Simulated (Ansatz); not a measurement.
# CoO: the cost of one run

Program: Ansatz 0.2.0. Level of theory: DFT PBE, scalar-relativistic, plane waves, PAW. These are calculated values, not measurements.

1 further run of the same task is left out (set aside as unsound or not needed).

**1. The system as given**

Symmetry: Fm-3m, No. 225, cubic system. The conventional cell has a = 4.248 Å, b = 4.248 Å, c = 4.248 Å, α = 90.00°, β = 90.00°, γ = 90.00°. Around Co (site symmetry m-3m) lie 6 O at 2.12 Å. O (site symmetry m-3m) is surrounded by 6 Co at 2.12 Å.

As a file:

```cif
data_structure
_symmetry_space_group_name_H-M 'P 1'
_symmetry_Int_Tables_number 1
_cell_length_a 3.0040
_cell_length_b 3.0040
_cell_length_c 3.0040
_cell_angle_alpha 60.000
_cell_angle_beta 60.000
_cell_angle_gamma 60.000
_cell_volume 19.17
loop_
_atom_site_label
_atom_site_type_symbol
_atom_site_fract_x
_atom_site_fract_y
_atom_site_fract_z
_atom_site_occupancy
Co1 Co 0.00000 0.00000 0.00000 1
O1 O 0.50000 0.50000 0.50000 1
```

This cell was relaxed beforehand with the same method: volume 9.58 Å³/atom, gap on the mesh none (metal), site moments up to 2.5 μB.

**2. Electronic structure at the relaxed geometry**

input.yaml

```yaml
crystal:
  lattice:
    - [0.0, 2.1241565611, 2.1241565611]
    - [2.1241565611, 0.0, 2.1241565611]
    - [2.1241565611, 2.1241565611, 0.0]
  atoms:
    - { symbol: Co, position: [0.0, 0.0, 0.0], spin: 2.74 }
    - { symbol: O, position: [0.5, 0.5, 0.5], spin: 0.35 }
basis:
  ecutwfc: 420
kpoints:
  mp_grid: { grid: [16, 16, 16] }
  band_path:
    path:
      - [[0.0, 0.0, 0.0], [0.5, 0.0, 0.5], [0.625, 0.25, 0.625]]
      - [[0.375, 0.375, 0.75], [0.0, 0.0, 0.0], [0.5, 0.5, 0.5], [0.5, 0.25, 0.75], [0.5, 0.0, 0.5]]
    npoints: 14
hamiltonian:
  xc: pbe
scf:
  occupations: { method: gaussian, width: 0.1 }
  n_extra_bands: 6
output:
  forces: true
  stress: true
  eigenvalues: true
  populations: true
  dos: { projected: true, de: 0.02, nscf_kmesh: { grid: [24, 24, 24] } }
  bader: true
  write_density: true
  write_potential: true
  elf: true
  volumetric_format: npy
magnetization:
  spin_polarized: true
checkpoint:
  read: start.run
  write: ck
  compress: false
  write_wavefunctions: false
  write_every: 100000
```

Run with:

```console
$ ansatz run input.yaml --threads 1 --pin off --max-ram 2560MiB --backend cpu --events-out ev --progress --plain --runs-dir out
```

**Question.** How long does this run take on 1 thread of Intel Xeon Platinum 8259CL at 2.50GHz (Skylake/Cascade Lake), shared host, and how much memory does it need?

About 34 s, with a peak of 0.44 GiB.
